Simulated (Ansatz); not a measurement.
# CHBCl2O: up Jacob's ladder to CCSD(T)

The task here is to estimate one member of a computed series from the others.

The runs use Ansatz 0.2.0, Gaussian basis; functionals in def2-TZVPP, the program's frozen cores in correlated methods.

Plan: LDA (SPW92), PBE-D4, revPBE-D4, BLYP-D4, r2SCAN-D4, B97M-V, PBE0-D4, B3LYP-D4, r2SCANh-D4, r2SCAN0-D4, HSE06-D4, BHLYP-D4, CAM-B3LYP-D4, LC-ωPBE, ωB97X-V, ωB97M-V, B2PLYP, PBE-QIDH; CCSD(T)/def2-SVP; CCSD(T)/def2-TZVPP; MP2/def2-QZVPP; extrapolation to the limit; RPA on PBE.

## Structure used throughout

The geometry comes from an earlier relaxation with PBE0-D4 in a triple-zeta def2 set; it is a stationary point.

6 atoms, charge 0, spin multiplicity 1.

Atoms are counted from 1 here; the program's logs count them from 0.

Bond lengths: Cl1–C2 1.741 Å, C2–Cl3 1.741 Å, C2–B4 1.506 Å, C2–O5 1.451 Å, B4–O5 1.340 Å, B4–H6 1.180 Å. Angles: Cl1–C2–Cl3 112.8°, Cl1–C2–B4 123.0°, Cl1–C2–O5 113.7°, Cl3–C2–B4 123.0°, Cl3–C2–O5 113.7°, B4–C2–O5 53.9°, C2–B4–O5 61.0°, C2–B4–H6 160.1°, O5–B4–H6 138.9°, C2–O5–B4 65.2°.

The first run:

File in.yaml:

```yaml
crystal:
  periodic: [false, false, false]
  atoms:
    - {symbol: Cl, position_ang: [-0.809521, -1.721389, -0.846563]}
    - {symbol: C, position_ang: [0.100993, -0.519185, 0.023191]}
    - {symbol: Cl, position_ang: [1.303777, -1.214306, 1.072433]}
    - {symbol: B, position_ang: [-0.304862, 0.929248, 0.087385]}
    - {symbol: O, position_ang: [0.607980, 0.548946, -0.817383]}
    - {symbol: H, position_ang: [-0.856267, 1.912684, 0.434738]}
basis:
  gaussian: {orbitals: def2-TZVPP}
hamiltonian: {xc: lda}
output: {orbitals: {seedname: orbitals}}
```

Command:

```
$ ansatz run in.yaml --threads 2 --pin off --events-out ev --progress --plain --max-ram 4352MiB
```

Among the steps run: LDA; PBE-D4 (GGA); revPBE-D4 (GGA); BLYP-D4 (GGA); r2SCAN-D4 (meta-GGA); B97M-V (meta-GGA); PBE0-D4 (hybrid); B3LYP-D4 (hybrid); r2SCANh-D4 (hybrid); r2SCAN0-D4 (hybrid); HSE06-D4 (hybrid); BHLYP-D4 (hybrid); CAM-B3LYP-D4 (range-separated); LC-ωPBE (range-separated); ωB97X-V (range-separated); ωB97M-V (range-separated); B2PLYP (double hybrid); PBE-QIDH (double hybrid).

One of the session's tables, all rows but one given; the rest of the session is left out.

It belongs to the step «Frontier levels by functional». 

| functional | HOMO (eV) | gap (eV) |
| --- | --- | --- |
| LDA (SPW92) | -6.99 | 4.31 |
| PBE-D4 | -6.82 | 4.45 |
| revPBE-D4 | ? | ? |
| BLYP-D4 | -6.70 | 4.48 |
| r2SCAN-D4 | -7.09 | 5.03 |
| B97M-V | -7.16 | 5.11 |
| PBE0-D4 | -8.15 | 6.80 |
| B3LYP-D4 | -7.93 | 6.34 |
| r2SCANh-D4 | -7.58 | 5.88 |
| r2SCAN0-D4 | -8.33 | 7.16 |
| HSE06-D4 | -7.75 | 6.00 |
| BHLYP-D4 | -9.39 | 9.09 |
| CAM-B3LYP-D4 | -9.55 | 9.32 |
| LC-ωPBE | -10.91 | 11.94 |
| ωB97X-V | -10.53 | 11.44 |
| ωB97M-V | -10.38 | 11.07 |

Estimate the missing values for revPBE-D4.

**Answer.** HOMO (eV): -6.75; gap (eV): 4.51. In the column «HOMO (eV)» it lies between PBE-D4 (-6.82) and BLYP-D4 (-6.70).
